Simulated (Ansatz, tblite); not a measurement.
**The cluster B8Sb8: one state, many levels**

An exercise on one series of results from a longer session: the logs are not shown, and one member is left open.

The runs use Ansatz 0.2.0, Gaussian basis; as each input shows.

Levels to be run: GFN1-xTB, GFN2-xTB, PBE-D4/def2-TZVP, r2SCAN-D4/def2-TZVP, PBE-QIDH/def2-TZVP, PBE-D4/def2-SVP, PBE0-D4/def2-SVP, MP2/def2-SVP, RPA/def2-SVP.

2 further runs of the same task are left out: 2 set aside as unsound or not needed.

## The relaxed structure

The singlet was relaxed beforehand with PBE-D4/def2-SVP. At that level it is the lowest of the isomers that a small search found.

16 atoms, charge 0, spin multiplicity 1.

Bond lengths: B1–B2 1.765 Å, B1–Sb10 2.349 Å, B1–Sb11 2.291 Å, B1–Sb12 2.233 Å, B2–B3 1.720 Å, B2–B5 1.716 Å, B2–B7 1.909 Å, B2–B8 1.849 Å, B2–Sb10 2.426 Å, B2–Sb11 2.432 Å, B3–B4 1.836 Å, B3–B7 1.808 Å, B3–B8 1.752 Å, B3–Sb12 2.292 Å, B4–B6 1.891 Å, B4–B7 1.616 Å, B4–Sb16 2.201 Å and more. Angles: B2–B1–Sb10 70.7°, B2–B1–Sb11 72.4°, B2–B1–Sb12 121.1°, Sb10–B1–Sb11 106.9°, Sb10–B1–Sb12 118.5°, Sb11–B1–Sb12 134.7°, B1–B2–B3 67.7°, B1–B2–B5 130.6°, B1–B2–B7 113.8°, B1–B2–B8 94.9°, B1–B2–Sb10 66.0°, B1–B2–Sb11 63.9°, B3–B2–B5 117.2°, B3–B2–B7 59.5° and more.

Sb takes a core potential in the def2 sets. No spin-orbit coupling is included.

PBE0-D4/def2-TZVP was run before; its log isn't repeated, and its numbers join the tables.

The first run:

Tight binding, by tblite at 300 K electronic temperature and without a spin-polarisation term:

```python
tblite.interface.Calculator('GFN1-xTB', numbers, positions, charge=0, uhf=0).singlepoint()
```

Tight binding, by tblite at 300 K electronic temperature and without a spin-polarisation term:

```python
tblite.interface.Calculator('GFN2-xTB', numbers, positions, charge=0, uhf=0).singlepoint()
```

start.molden holds the orbitals of an earlier run on this state, given as this run's starting guess.

Input file in.yaml:

```yaml
crystal:
  periodic: [false, false, false]
  atoms:
    - {symbol: B, position_ang: [0.890138, -1.764828, 0.226633]}
    - {symbol: B, position_ang: [0.789785, -0.193291, -0.569513]}
    - {symbol: B, position_ang: [0.522096, -0.084678, 1.126201]}
    - {symbol: B, position_ang: [-1.312244, -0.038391, 1.186749]}
    - {symbol: B, position_ang: [-0.418080, 0.462637, -1.597399]}
    - {symbol: B, position_ang: [-1.758936, -0.006849, -0.650729]}
    - {symbol: B, position_ang: [-0.583933, 0.936804, 0.124327]}
    - {symbol: B, position_ang: [2.014420, 0.627471, 0.547024]}
    - {symbol: Sb, position_ang: [-2.991134, -1.815330, -0.448713]}
    - {symbol: Sb, position_ang: [3.042979, -1.079985, -0.417219]}
    - {symbol: Sb, position_ang: [-0.323214, -2.038453, -1.697376]}
    - {symbol: Sb, position_ang: [0.450920, -1.985434, 2.405000]}
    - {symbol: Sb, position_ang: [0.441406, 2.406512, -2.512494]}
    - {symbol: Sb, position_ang: [-0.549628, 3.250820, 0.065631]}
    - {symbol: Sb, position_ang: [2.235763, 2.808200, -0.181129]}
    - {symbol: Sb, position_ang: [-2.450358, -1.485216, 2.393016]}
basis:
  gaussian: {orbitals: def2-TZVP, fitting: {mean_field: def2-universal-jkfit}, initial_orbitals: start.molden}
hamiltonian: {xc: pbe, dispersion: d4}
scf: {omitted_lower_state_checks: [starts]}
output: {forces: true, orbitals: {seedname: orbitals}}
```

Run with:

```console
> ansatz run in.yaml --threads 2 --pin off --events-out ev --progress --plain --max-ram 32768MiB --backend cuda --devices 0, --max-vram 18GiB
```

Steps of the session up to this table: PBE-D4/def2-TZVP; r2SCAN-D4/def2-TZVP; PBE-QIDH/def2-TZVP; PBE-D4/def2-SVP; PBE0-D4/def2-SVP; MP2/def2-SVP; RPA/def2-SVP.

One of the session's tables, all rows but one given; the rest of the session is left out.

It belongs to the step «Binding energy». 

| level | binding an atom (eV) |
| --- | --- |
| HF/def2-SVP | 1.940 |
| PBE-D4/def2-SVP | ? |
| PBE-D4/def2-TZVP | 3.981 |
| r2SCAN-D4/def2-TZVP | 3.724 |
| PBE0-D4/def2-SVP | 3.848 |
| PBE0-D4/def2-TZVP | 3.809 |
| PBE-QIDH/def2-TZVP | 3.744 |
| RPA/def2-SVP | 3.133 |
| MP2/def2-SVP | 3.587 |

**Question.** Estimate the row for PBE-D4/def2-SVP.

The run gave: binding an atom (eV): 4.020. In the column «binding an atom (eV)» it is the highest.

To keep in mind: Free atoms were run apart at each level; binding is atoms less cluster, divided by the number of atoms, without zero-point or spin-orbit terms.
